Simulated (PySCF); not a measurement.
# The bond of GaC−, level by level

One job finds the state of GaC−, follows it along the bond with each method and fits the curves.

Computed with PySCF 2.14.0. Level: Ga def2-SVPD, C def2-SVPD, no relativity.

3 further runs of the same task are left out: 3 set aside as unsound or not needed.

**1. Input**

The job is set up so:

* atoms: Ga, C
* charge: -1
* basis: Ga def2-SVPD, C def2-SVPD
* Hamiltonian: no relativity
* basis functions: 58
* electrons treated: 38
* masses in u: 68.9256, 12.0000
* levels: PBE0, PBE, r²SCAN, LDA, B2PLYP, M06, HF, MP2, SCS-MP2
* grid: 80 radial by 434 angular points
* occupations: held fixed by the projection of orbital angular momentum
* dissociation limit: Ga + C−, each in its ground configuration
* starting distance in angstrom: 2.015
* values of 2S to try: 0, 2, 4

Launch:

```bash
$ OMP_NUM_THREADS=1 python dia.py task.json out
```

After this run come: The PBE0 curve of the state that the search chose; PBE; r²SCAN (meta-GGA); LDA (local density); B2PLYP; M06; ROHF (mean field).

**Question.** What will these runs give? Wanted: for each run, Re; ωe; De; μ.

As calculated:

Lowest PBE0 solution found, without spin–orbit coupling: ³Π (triplet), unpaired electrons σ ↑, π ↑.

| level | Re (Å) | ωe (cm⁻¹) | De (eV) | μ (D) |
| --- | --- | --- | --- | --- |
| ROHF | 1.880 | 722 | 1.50 | -2.91 |
| ROHF-MP2 | 1.901 | 670 | 3.19 | n/a |
| ROHF-SCS-MP2 | 1.905 | 665 | 3.10 | n/a |
| LDA | 1.860 | 695 | 4.51 | -3.33 |
| PBE | 1.892 | 659 | 3.94 | -3.36 |
| r²SCAN | 1.885 | 652 | 3.62 | -3.10 |
| PBE0 | 1.885 | 662 | 3.51 | -3.29 |
| M06 | 1.891 | 662 | 3.56 | -3.62 |
| B2PLYP | 1.870 | 706 | 3.42 | -2.86 |

De is counted to Ga + C− in their ground configurations. A positive dipole points from Ga to C; in an ion it is taken about the centre of mass and does not tell which atom is negative. ⟨S²⟩ is off the pure value of 2.00 by over a tenth at B2PLYP 2.24.

In words: The methods spread over 0.045 Å in bond length, from LDA to ROHF-SCS-MP2. Of the levels with a De here, ROHF gives the least (1.50 eV) and LDA the most (4.51 eV).

Correlated steps freeze 10 core orbitals. B2PLYP dipoles, levels and charges come from its SCF part alone. With some functionals the highest level of the anion is positive, from self-interaction error or because the anion is truly unbound there; the finite basis then holds the extra electron, and no neutral molecule was run to test the binding.
